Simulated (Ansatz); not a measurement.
# MnBr: the cost of one run

Computed with Ansatz 0.2.0 (DFT PBE, scalar-relativistic, plane waves, PAW, unless a step's input says otherwise).

### 1 The system as given

It takes space group Cmcm (No. 63, orthorhombic). The conventional cell has a = 3.999 Å, b = 10.552 Å, c = 3.972 Å, α = 90.00°, β = 90.00°, γ = 90.00°. Mn (site symmetry m2m) is surrounded by 7 Br at 2.88 to 3.21 Å. Br (site symmetry m2m) is surrounded by 2 Br at 2.25 Å and 7 Mn at 2.88 to 3.21 Å.

Structure file:

```
CELL_PARAMETERS angstrom
1.99965 -5.27609 0.00000
1.99965 5.27609 0.00000
0.00000 0.00000 3.97227
ATOMIC_POSITIONS crystal
Mn 0.85400 0.14600 0.75000
Mn 0.14600 0.85400 0.25000
Br 0.55000 0.45000 0.75000
Br 0.45000 0.55000 0.25000
```

(A quick probe on a coarse mesh, which set the mesh and smearing, is not shown.)

### 3 Rough relaxation on the coarse mesh

input.yaml

```yaml
crystal:
  lattice:
    - [1.9996459839, -5.2760929506, 0.0]
    - [1.9996459839, 5.2760929506, 0.0]
    - [0.0, 0.0, 3.9722697247]
  atoms:
    - { symbol: Mn, position: [0.854, 0.146, 0.75], spin: 4.57 }
    - { symbol: Mn, position: [0.146, 0.854, 0.25], spin: 4.57 }
    - { symbol: Br, position: [0.55, 0.45, 0.75] }
    - { symbol: Br, position: [0.45, 0.55, 0.25] }
basis:
  ecutwfc: 420
kpoints:
  mp_grid: { grid: [6, 6, 4] }
hamiltonian:
  xc: pbe
scf:
  occupations: { method: gaussian, width: 0.1 }
  lower_state_search: "off"
output:
  forces: true
  stress: true
  eigenvalues: true
  populations: true
magnetization:
  spin_polarized: true
relax:
  adjacent_minimum: "off"
  f_tol: 0.04
  max_steps: 70
  cell: { stress_tol: 0.4 }
```

Command:

```
ansatz run input.yaml --threads 1 --pin off --max-ram 2560MiB --backend cpu --events-out ev --progress --plain --runs-dir out
```

Q: Estimate wall time and peak memory on 1 thread of Intel Xeon Platinum 8488C (Sapphire Rapids), shared host.

About 5.4 min, with a peak of 0.57 GiB.
